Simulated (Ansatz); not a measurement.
# CuH₆NSi₂: a ladder of functionals and wavefunction methods

One table from this session's results is given with a row withheld; the runs are named, their logs left out.

Computed with Ansatz 0.2.0, Gaussian basis. Level: functionals in def2-TZVPP, the program's frozen cores in correlated methods.

Plan: LDA (SPW92), PBE-D4, revPBE-D4, BLYP-D4, r2SCAN-D4, B97M-V, PBE0-D4, B3LYP-D4, r2SCANh-D4, r2SCAN0-D4, HSE06-D4, BHLYP-D4, CAM-B3LYP-D4, LC-ωPBE, ωB97X-V, ωB97M-V, B2PLYP, PBE-QIDH; CCSD(T)/def2-SVP; CCSD(T)/def2-TZVPP; MP2/def2-QZVPP; extrapolation to the limit; RPA on PBE.

### The relaxed structure

The geometry comes from an earlier relaxation with PBE0-D4 in a triple-zeta def2 set; it is a stationary point, not always the lowest conformer.

SMILES `[SiH3][N]([SiH3])[Cu]`, 10 atoms, charge 0, spin multiplicity 1.

Atoms are counted from 1 here; the program's logs count them from 0.

Bond lengths: Si1–N2 1.710 Å, Si1–H5 1.493 Å, Si1–H6 1.492 Å, Si1–H7 1.495 Å, N2–Si3 1.710 Å, N2–Cu4 1.833 Å, Si3–H8 1.493 Å, Si3–H9 1.495 Å, Si3–H10 1.492 Å. Angles: N2–Si1–H5 111.1°, N2–Si1–H6 110.0°, N2–Si1–H7 114.0°, H5–Si1–H6 108.4°, H5–Si1–H7 105.8°, H6–Si1–H7 107.2°, Si1–N2–Si3 127.1°, Si1–N2–Cu4 116.0°, Si3–N2–Cu4 116.0°, N2–Si3–H8 111.1°, N2–Si3–H9 114.0°, N2–Si3–H10 110.0°, H8–Si3–H9 105.8°, H8–Si3–H10 108.4°, H9–Si3–H10 107.2°.

Geometry (Å):

```xyz
10

Si   -0.2802    1.3098   -0.7520
N    -0.2086   -0.3612   -0.3980
Si    0.3701   -1.0876    1.0373
Cu   -0.5015   -1.4940   -1.8094
H    -1.4763    1.6327   -1.5858
H    -0.3616    2.0974    0.5130
H     0.8984    1.8208   -1.5173
H    -0.4037   -2.3220    1.3659
H     1.8024   -1.5120    0.9700
H     0.2441   -0.1351    2.1792
```

The first run:

Input file in.yaml:

```yaml
crystal:
  periodic: [false, false, false]
  atoms:
    - {symbol: Si, position_ang: [-0.280175, 1.309821, -0.751951]}
    - {symbol: N, position_ang: [-0.208553, -0.361170, -0.397954]}
    - {symbol: Si, position_ang: [0.370112, -1.087607, 1.037347]}
    - {symbol: Cu, position_ang: [-0.501521, -1.494037, -1.809403]}
    - {symbol: H, position_ang: [-1.476340, 1.632719, -1.585806]}
    - {symbol: H, position_ang: [-0.361555, 2.097424, 0.512978]}
    - {symbol: H, position_ang: [0.898429, 1.820830, -1.517289]}
    - {symbol: H, position_ang: [-0.403699, -2.321984, 1.365859]}
    - {symbol: H, position_ang: [1.802367, -1.511976, 0.969993]}
    - {symbol: H, position_ang: [0.244135, -0.135121, 2.179228]}
basis:
  gaussian: {orbitals: def2-TZVPP}
hamiltonian: {xc: lda}
output: {orbitals: {seedname: orbitals}}
```

Command:

```bash
$ ansatz run in.yaml --threads 4 --pin off --events-out ev --progress --plain --max-ram 10444MiB
```

Steps of the session up to this table: LDA; PBE-D4 (GGA); revPBE-D4 (GGA); BLYP-D4 (GGA); r2SCAN-D4 (meta-GGA); B97M-V (meta-GGA); PBE0-D4 (hybrid); B3LYP-D4 (hybrid); r2SCANh-D4 (hybrid); r2SCAN0-D4 (hybrid); HSE06-D4 (hybrid); BHLYP-D4 (hybrid); CAM-B3LYP-D4 (range-separated); LC-ωPBE (range-separated); ωB97X-V (range-separated); ωB97M-V (range-separated); B2PLYP (double hybrid); PBE-QIDH (double hybrid).

One table of the session follows, with a row left open; its other results are not shown here.

It belongs to the step «Frontier levels by functional». 

| functional | HOMO (eV) | LUMO (eV) | gap (eV) |
| --- | --- | --- | --- |
| LDA (SPW92) | -5.53 | -4.04 | 1.49 |
| PBE-D4 | -5.37 | -3.83 | 1.55 |
| revPBE-D4 | -5.31 | -3.72 | 1.59 |
| BLYP-D4 | -5.30 | -3.85 | 1.45 |
| r2SCAN-D4 | -5.54 | -3.55 | 2.00 |
| B97M-V | -5.75 | -3.83 | 1.92 |
| PBE0-D4 | -6.58 | -2.84 | 3.74 |
| B3LYP-D4 | -6.43 | -3.23 | 3.19 |
| r2SCANh-D4 | -6.03 | -3.18 | 2.85 |
| r2SCAN0-D4 | -6.72 | -2.66 | 4.07 |
| HSE06-D4 | -6.18 | -3.21 | 2.98 |
| BHLYP-D4 | -7.70 | -2.09 | 5.62 |
| CAM-B3LYP-D4 | -7.93 | -2.03 | 5.90 |
| LC-ωPBE | ? | ? | ? |
| ωB97X-V | -8.87 | -0.91 | 7.96 |
| ωB97M-V | -8.83 | -1.27 | 7.55 |

Estimate the missing values for LC-ωPBE.

**Answer.** HOMO (eV): -9.17; LUMO (eV): -0.76; gap (eV): 8.41. In the column «HOMO (eV)» it is the lowest.
